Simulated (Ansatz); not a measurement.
HfB: elastic constants with PBEsol

Crystal: HfB.

```
Hf B
1.0
     0.00000    2.31000    2.31000
     2.31000    0.00000    2.31000
     2.31000    2.31000    0.00000
Hf B
1 1
Direct
  0.50000 0.50000 0.50000
  0.00000 0.00000 0.00000
```

| Item | Value |
| --- | --- |
| Program | Ansatz 0.2.0 |
| Task | elastic constants |
| Functional | PBEsol |
| Potentials or basis | Ansatz PAW |
| Cutoff | 420 eV (not typed: the program's choice for these potentials) |
| k mesh | 8 × 8 × 8 |
| Occupations | fermi-dirac, width 0.05 eV |
| Spin | no spin polarisation |
| Atoms under strain | relaxed |

- Pressure: 23.5 GPa
- Band gap on the k mesh: none (metal or under the smearing width)
- Elastic constants C11, C12, C44: 602, 95, 30 GPa
- Voigt bulk modulus: 264 GPa

Levels at points of the mesh, in eV from the Fermi level:
```
             k point  band 11  band 12  band 13  band 14  band 15  band 16  band 17  band 18  band 19
  (0.00, 0.00, 0.00)    -9.81    -9.61     2.06     2.06     2.06     4.02     4.02     4.02     4.10
 (0.00, 0.00, -0.50)    -9.80    -5.10    -4.01    -1.45    -1.45     6.40     6.40     7.46     8.44
(0.00, -0.50, -0.50)    -9.83    -6.77    -1.22    -0.96     2.39     2.39     6.12     7.76     7.76
```

Elastic tensor in Voigt notation (GPa, in the Cartesian axes of the cell as first typed):
```
602  95  95   0   0   0
 95 602  95   0   0   0
 95  95 602   0   0   0
  0   0   0  30   0   0
  0   0   0   0  30   0
  0   0   0   0   0  30
```

Wall time 5.3 s on 2 threads of AMD EPYC 7R13 Processor (Zen 3), with other jobs on the host, peak memory 0.4 GiB.

Caveat: the cell is more than 3 GPa from zero pressure, which shifts response properties; elastic constants of metals need much finer meshes, so these are rough; so large a pressure means that the cell lies far from this level's equilibrium, or that cutoff or potentials fall short; the PAW data sets come from PBE, with cores solved anew for the run's functional, which leaves a small shift of forces and pressure. The run has no spin-orbit coupling, so splittings on Hf are missing.
